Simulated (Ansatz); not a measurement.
# Ca3S4: the cost of one run

Program: Ansatz 0.2.0. Level of theory: DFT PBE, scalar-relativistic, plane waves, PAW. These are calculated values, not measurements.

## Step 1: Starting point

The structure is cubic, space group P-43m (No. 215). Conventional cell: a = 6.384 Å, b = 6.384 Å, c = 6.384 Å, α = 90.00°, β = 90.00°, γ = 90.00°. Ca (site symmetry -42m) has 4 S at 2.76 Å as nearest neighbours. S (site symmetry 3m) is surrounded by 3 Ca at 2.76 Å.

Coordinates:

```cif
data_structure
_symmetry_space_group_name_H-M 'P-43m'
_symmetry_Int_Tables_number 215
_cell_length_a 6.3843
_cell_length_b 6.3843
_cell_length_c 6.3843
_cell_angle_alpha 90.000
_cell_angle_beta 90.000
_cell_angle_gamma 90.000
_cell_volume 260.22
loop_
_atom_site_label
_atom_site_type_symbol
_atom_site_symmetry_multiplicity
_atom_site_Wyckoff_symbol
_atom_site_fract_x
_atom_site_fract_y
_atom_site_fract_z
_atom_site_occupancy
Ca1 Ca 3 d 0.00000 0.00000 0.50000 1
S1 S 4 e 0.25000 0.25000 0.25000 1
```

Recipe of the guess: ordered vacancies on the cation sites of zinc blende (P-43m, No. 215). Lengths come from tabulated atomic sizes and are only a guess.

## Step 2: A first look at the guess

Contents of input.yaml:

```yaml
crystal:
  lattice:
    - [6.38433928, 0.0, 0.0]
    - [0.0, 6.38433928, 0.0]
    - [0.0, 0.0, 6.38433928]
  atoms:
    - { symbol: Ca, position: [0.0, 0.0, 0.5] }
    - { symbol: Ca, position: [0.0, 0.5, 0.0] }
    - { symbol: Ca, position: [0.5, 0.0, 0.0] }
    - { symbol: S, position: [0.25, 0.25, 0.25] }
    - { symbol: S, position: [0.25, 0.75, 0.75] }
    - { symbol: S, position: [0.75, 0.25, 0.75] }
    - { symbol: S, position: [0.75, 0.75, 0.25] }
basis:
  ecutwfc: 420
kpoints:
  mp_grid: { grid: [4, 4, 4] }
hamiltonian:
  xc: pbe
scf:
  occupations: { method: gaussian, width: 0.1 }
  lower_state_search: "off"
output:
  forces: true
  stress: true
  eigenvalues: true
```

Launch:

```bash
$ ansatz run input.yaml --threads 1 --pin off --max-ram 2048MiB --backend cpu --events-out ev --progress --plain --runs-dir out
```

Q: Estimate wall time and peak memory on 1 thread of Arm Neoverse V2, shared host.

About 6.5 s, with a peak of 0.39 GiB.
